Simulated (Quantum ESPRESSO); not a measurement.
Crystal: Mo.

```
Mo
1.0
    -1.50000    1.50000    1.50000
     1.50000   -1.50000    1.50000
     1.50000    1.50000   -1.50000
Mo
1
Direct
  0.00000 0.00000 0.00000
```

The cell was built by a generator and needn't be a form met in nature.

Base run:

```yaml
Program: Quantum ESPRESSO 7.5
Functional: LDA
Potentials_or_basis: GBRV 1.5 LDA
Cutoff: 612 eV
Density_cutoff: 4898 eV
k_mesh: 18 × 18 × 18
Occupations: methfessel-paxton, width 0.1 eV
Spin: no spin polarisation
```

Its results: band gap on the k mesh none (metal or under the smearing width); pressure 39.8 GPa.

Task: The run is repeated on the same cell with these changes: functional from LDA to PBE; potentials or basis from GBRV 1.5 LDA to GBRV 1.5 PBE. What comes out?

Result: Band gap on the k mesh none (metal or under the smearing width); pressure 55.5 GPa.

Caveats: a pressure of tens of GPa on the cell as given is suspect, and the run, the potentials or the cell itself is likely at fault.

Not every run made on this cell is shown here.
